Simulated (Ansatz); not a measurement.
# CH6OSSi2: one species, many methods

The task here is to estimate one member of a computed series from the others.

Program: Ansatz 0.2.0, Gaussian basis. Level of theory: functionals in def2-TZVPP, the program's frozen cores in correlated methods. These are calculated values, not measurements.

The runs, in order: PBE-D4, r2SCAN-D4, PBE0-D4, B3LYP-D4, ωB97X-V, ωB97M-V, B2PLYP; CCSD(T)/def2-TZVPP; MP2/def2-QZVPP; extrapolation to the limit.

### The relaxed structure

The geometry comes from an earlier relaxation with PBE0-D4 in a triple-zeta def2 set; it is a stationary point, not always the lowest conformer.

SMILES `O=C([SiH3])S[SiH3]`, 11 atoms, charge 0, spin multiplicity 1.

Atoms are counted from 1 here; the program's logs count them from 0.

Bond lengths: O1–C2 1.205 Å, C2–Si3 1.926 Å, C2–S4 1.790 Å, Si3–H6 1.484 Å, Si3–H7 1.484 Å, Si3–H8 1.481 Å, S4–Si5 2.159 Å, Si5–H9 1.479 Å, Si5–H10 1.484 Å, Si5–H11 1.479 Å. Angles: O1–C2–Si3 123.2°, O1–C2–S4 122.0°, Si3–C2–S4 114.8°, C2–Si3–H6 108.2°, C2–Si3–H7 108.2°, C2–Si3–H8 107.9°, H6–Si3–H7 109.7°, H6–Si3–H8 111.3°, H7–Si3–H8 111.3°, C2–S4–Si5 95.5°, S4–Si5–H9 110.5°, S4–Si5–H10 103.3°, S4–Si5–H11 110.5°, H9–Si5–H10 110.3°, H9–Si5–H11 111.8°, H10–Si5–H11 110.3°.

The first run:

Input file in.yaml:

```yaml
crystal:
  periodic: [false, false, false]
  atoms:
    - {symbol: O, position_ang: [-0.890316, 0.038976, 1.059644]}
    - {symbol: C, position_ang: [0.109362, -0.298473, 0.477295]}
    - {symbol: Si, position_ang: [1.424667, -1.483306, 1.236422]}
    - {symbol: S, position_ang: [0.481075, 0.273514, -1.177467]}
    - {symbol: Si, position_ang: [-1.300007, 1.476502, -1.384989]}
    - {symbol: H, position_ang: [2.724852, -0.769838, 1.274868]}
    - {symbol: H, position_ang: [1.534675, -2.675705, 0.360612]}
    - {symbol: H, position_ang: [0.973087, -1.853975, 2.596781]}
    - {symbol: H, position_ang: [-2.509460, 0.628296, -1.304447]}
    - {symbol: H, position_ang: [-1.165512, 2.052049, -2.746056]}
    - {symbol: H, position_ang: [-1.317021, 2.554762, -0.372164]}
basis:
  gaussian: {orbitals: def2-TZVPP}
hamiltonian: {xc: pbe, dispersion: d4}
output: {forces: true, orbitals: {seedname: orbitals}}
```

Launch:

```
> ansatz run in.yaml --threads 4 --pin off --events-out ev --progress --plain --max-ram 10444MiB
```

Steps of the session up to this table: PBE-D4 (GGA); r2SCAN-D4 (meta-GGA); PBE0-D4 (hybrid); B3LYP-D4 (hybrid); ωB97X-V (range-separated); ωB97M-V (range-separated); B2PLYP (double hybrid); CCSD(T) in def2-TZVPP; MP2 in def2-QZVPP.

One of the session's tables, all rows but one given; the rest of the session is left out.

```
            method  atomisation energy (kcal/mol)
            PBE-D4                          890.5
         r2SCAN-D4                          882.3
           PBE0-D4                          872.8
          B3LYP-D4                          876.7
           ωB97X-V                          884.4
           ωB97M-V                          880.7
            B2PLYP                              ?
     HF/def2-TZVPP                          625.4
    MP2/def2-TZVPP                          862.7
   CCSD/def2-TZVPP                          835.8
CCSD(T)/def2-TZVPP                          851.7
           MP2/CBS                          888.8
       CCSD(T)/CBS                          877.9
```

Estimate the missing values for B2PLYP.

As computed: atomisation energy (kcal/mol): 865.1. In the column «atomisation energy (kcal/mol)» it lies between MP2/def2-TZVPP (862.7) and PBE0-D4 (872.8).
